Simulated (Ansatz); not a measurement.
# C₃H₁₀SSi: a ladder of functionals and wavefunction methods

One table from this session's results is given with a row withheld; the runs are named, their logs left out.

Method: functionals in def2-TZVPP, the program's frozen cores in correlated methods; program: Ansatz 0.2.0, Gaussian basis.

The runs, in order: PBE-D4, r2SCAN-D4, PBE0-D4, B3LYP-D4, ωB97X-V, ωB97M-V, B2PLYP; CCSD(T)/def2-TZVPP; MP2/def2-QZVPP; extrapolation to the limit.

## The relaxed structure

An earlier PBE0-D4 in a triple-zeta def2 set relaxation fixed the geometry.

SMILES `CC[SiH2]SC`, 15 atoms, charge 0, spin multiplicity 1.

Atoms are counted from 1 here; the program's logs count them from 0.

Bond lengths: C1–C2 1.524 Å, C1–H6 1.093 Å, C1–H7 1.093 Å, C1–H8 1.093 Å, C2–Si3 1.875 Å, C2–H9 1.097 Å, C2–H10 1.096 Å, Si3–S4 2.131 Å, Si3–H11 1.487 Å, Si3–H12 1.491 Å, S4–C5 1.816 Å, C5–H13 1.090 Å, C5–H14 1.090 Å, C5–H15 1.090 Å. Angles: C2–C1–H6 111.6°, C2–C1–H7 111.3°, C2–C1–H8 111.2°, H6–C1–H7 107.6°, H6–C1–H8 107.9°, H7–C1–H8 107.1°, C1–C2–Si3 113.9°, C1–C2–H9 110.9°, C1–C2–H10 110.7°, Si3–C2–H9 107.0°, Si3–C2–H10 108.3°, H9–C2–H10 105.6°, C2–Si3–S4 112.9°, C2–Si3–H11 110.9°, C2–Si3–H12 109.2°, S4–Si3–H11 104.5°, S4–Si3–H12 109.5°, H11–Si3–H12 109.8° and more.

As a file:

```
C    -1.13112   -0.05453    1.72602
C     0.28360    0.27883    1.26627
Si    0.98238   -0.93157    0.01699
S    -0.21373   -1.09155   -1.74000
C    -0.04633    0.60228   -2.37322
H    -1.50443    0.68081    2.44309
H    -1.17116   -1.03484    2.20792
H    -1.82436   -0.08216    0.88201
H     0.97604    0.29807    2.11655
H     0.32262    1.28377    0.83123
H     1.01159   -2.30994    0.57455
H     2.36259   -0.50964   -0.35742
H     1.00245    0.86656   -2.51188
H    -0.54590    0.62984   -3.34111
H    -0.52604    1.32337   -1.71160
```

The first run:

in.yaml

```yaml
crystal:
  periodic: [false, false, false]
  atoms:
    - {symbol: C, position_ang: [-1.131120, -0.054530, 1.726023]}
    - {symbol: C, position_ang: [0.283603, 0.278828, 1.266266]}
    - {symbol: Si, position_ang: [0.982379, -0.931574, 0.016991]}
    - {symbol: S, position_ang: [-0.213731, -1.091550, -1.739996]}
    - {symbol: C, position_ang: [-0.046331, 0.602285, -2.373223]}
    - {symbol: H, position_ang: [-1.504435, 0.680806, 2.443091]}
    - {symbol: H, position_ang: [-1.171158, -1.034841, 2.207925]}
    - {symbol: H, position_ang: [-1.824358, -0.082156, 0.882008]}
    - {symbol: H, position_ang: [0.976040, 0.298066, 2.116552]}
    - {symbol: H, position_ang: [0.322617, 1.283770, 0.831228]}
    - {symbol: H, position_ang: [1.011589, -2.309939, 0.574547]}
    - {symbol: H, position_ang: [2.362591, -0.509644, -0.357422]}
    - {symbol: H, position_ang: [1.002454, 0.866561, -2.511882]}
    - {symbol: H, position_ang: [-0.545904, 0.629844, -3.341111]}
    - {symbol: H, position_ang: [-0.526035, 1.323375, -1.711597]}
basis:
  gaussian: {orbitals: def2-TZVPP}
hamiltonian: {xc: pbe, dispersion: d4}
output: {forces: true, orbitals: {seedname: orbitals}}
```

Run with:

```
> ansatz run in.yaml --threads 2 --pin off --events-out ev --progress --plain --max-ram 22528MiB --backend cuda --devices 0, --max-vram 18GiB
```

Steps of the session up to this table: PBE-D4 (GGA); r2SCAN-D4 (meta-GGA); PBE0-D4 (hybrid); B3LYP-D4 (hybrid); ωB97X-V (range-separated); ωB97M-V (range-separated); B2PLYP (double hybrid); CCSD(T) in def2-TZVPP; MP2 in def2-QZVPP.

One of the session's tables, all rows but one given; the rest of the session is left out.

| method | atomisation energy (kJ/mol) |
| --- | --- |
| PBE-D4 | 5477.5 |
| r2SCAN-D4 | 5433.2 |
| PBE0-D4 | 5434.3 |
| B3LYP-D4 | 5421.2 |
| ωB97X-V | ? |
| ωB97M-V | 5441.3 |
| B2PLYP | 5355.7 |
| HF/def2-TZVPP | 4097.9 |
| MP2/def2-TZVPP | 5324.4 |
| CCSD/def2-TZVPP | 5235.4 |
| CCSD(T)/def2-TZVPP | 5297.3 |
| MP2/CBS | 5450.9 |
| CCSD(T)/CBS | 5423.9 |

Q: Estimate the row for ωB97X-V from the others.

The run gave: atomisation energy (kJ/mol): 5443.0. In the column «atomisation energy (kJ/mol)» it lies between ωB97M-V (5441.3) and MP2/CBS (5450.9).

To keep in mind: Free atoms (3 C, 1 Si, 1 S, 10 H) were run apart at each level; the atomisation energy is their sum less the molecule, without zero-point or spin-orbit terms.
